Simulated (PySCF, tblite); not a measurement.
**C4H3F3: geometry, NMR shifts and spin-spin couplings**

Aim: predict the NMR shifts and spin-spin couplings of C4H3F3 (`FC(F)(F)C1=CC1`).

The runs use tblite 0.8.0 and PySCF 2.14.0, with density-fitted response routines of our own; the level of theory stands in each step. All values are computed, except where a source is named. Atoms are numbered from 0 throughout.

## 1. Starting geometry

10 atoms, charge 0, multiplicity 1; geometry from: force field or distance geometry start.

Bonds of the start (Å): F0–C1 1.36, C1–F2 1.38, C1–F3 1.36, C1–C4 1.44, C4–C5 1.30, C5–C6 1.44, C6–C4 1.44, C5–H7 1.06, C6–H8 1.07, C6–H9 1.08.

## 2. Relaxing the molecule with GFN2-xTB, one coordinate held

What the job is given:

```
{"job": {"kind": "relax", "xc": "GFN2-xTB", "basis": "xTB"}, "charge": 0, "multiplicity": 1}
F      1.970800    -0.593400    -0.891600
C      1.387200     0.057200     0.149300
F      1.724000    -0.656100     1.275600
F      2.007200     1.264000     0.255400
C     -0.037400     0.181200     0.006800
C     -1.290500     0.010200     0.314800
C     -1.010500     0.758700    -0.887600
H     -2.008100    -0.382300     0.983300
H     -1.141900     1.822400    -0.841100
H     -1.184700     0.252600    -1.820000
```

On the command line:

```console
$ OMP_NUM_THREADS=1 python probes_run.py task.json out
```

This one command runs all jobs of the session in turn.

**Question.** This job is followed by: GIAO PBE0/pcSseg-1 NMR shielding, non-relativistic, gas phase; B3LYP/pcJ-1 indirect spin-spin coupling, non-relativistic, gas phase. What will the session give for the following? ¹³C shifts against TMS (PBE0/pcSseg-1); ¹H shifts against TMS (PBE0/pcSseg-1); ¹⁹F shifts against CFCl3 (PBE0/pcSseg-1); largest coupling of the table (B3LYP/pcJ-1).

As calculated:

| quantity | value |
| --- | --- |
| ¹³C shifts against TMS (PBE0/pcSseg-1) | 132.0, 124.7, 121.0, 12.2 ppm |
| ¹H shifts against TMS (PBE0/pcSseg-1) | 7.61, 1.54, 1.54 ppm |
| ¹⁹F shifts against CFCl3 (PBE0/pcSseg-1) | -75.8, -75.9, -76.6 ppm |
| largest coupling of the table (B3LYP/pcJ-1) | ¹J(C,F) C1–F2, -338.3 Hz |

**Reading.** Over 27 steps the energy fell by 0.224 eV; of the close pairs, C4–C6 changed most, 1.442 to 1.504 Å. Shifts at one fixed geometry are not the observed spectrum, which averages over the motion. The geometry holds a dihedral fixed, so it need not be a minimum. At PBE0/pcSseg-1: The widest tensor belongs to C5: span 258 ppm, with a paramagnetic part of -191 ppm. In the run at B3LYP/pcJ-1, the largest coupling of the table is C1–F2, -338.3 Hz, of which the Fermi-contact term gives -312.4 Hz. Density functionals describe couplings to fluorine poorly, F–F couplings above all, so those rows are rough.
